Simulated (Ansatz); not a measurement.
**Hf3Be under changes of volume**

One of the cells (19.051 Å³/atom); the others are scaled copies at fixed shape and fractional positions:

```xyz
4
Lattice="-2.0920 2.0920 4.3530 2.0920 -2.0920 4.3530 2.0920 2.0920 -4.3530" Properties=species:S:1:pos:R:3 pbc="T T T"
Hf    0.0000    0.0000    4.3530
Hf    2.0920    0.0000    2.1765
Hf    0.0000    2.0920    2.1765
Be    0.0000    0.0000    0.0000
```

The cell comes from a database or a generator and needn't be the stable form of this composition.

```yaml
Program: Ansatz 0.2.0
Functional: PBE
Potentials_or_basis: Ansatz PAW
Cutoff: "420 eV (not typed: the program's choice for these potentials)"
k_mesh: 9 × 9 × 9
Occupations: fermi-dirac, width 0.05 eV
Spin: no spin polarisation
```

```tsv
volume (Å³/atom)	energy over the lowest point (meV/atom)	pressure (GPa)
17.908	?	?
18.289	10.40	4.5
18.670	2.53	2.2
19.051	0.00	0.0
19.432	2.35	-1.9
19.813	9.17	-3.7
20.194	20.08	-5.4
```

**Question.** What does the run at 17.908 Å³/atom give?

**Answer.** Energy over the lowest point 24.14 meV/atom; pressure 7.1 GPa.

Worked out: A Birch-Murnaghan fit of order 3 (a polynomial in V^(-2/3)) to the other rows has its minimum at 19.05 Å³/atom with B0 = V·E''(V) = 103 GPa and B' = 3.4 at fixed shape and positions, which overstates the stiffness. It gives 24.11 meV/atom at 17.908 Å³/atom, against the run's 24.14, and -dE/dV = 7.1 GPa, against 7.1.

Energies are extrapolated to zero smearing.
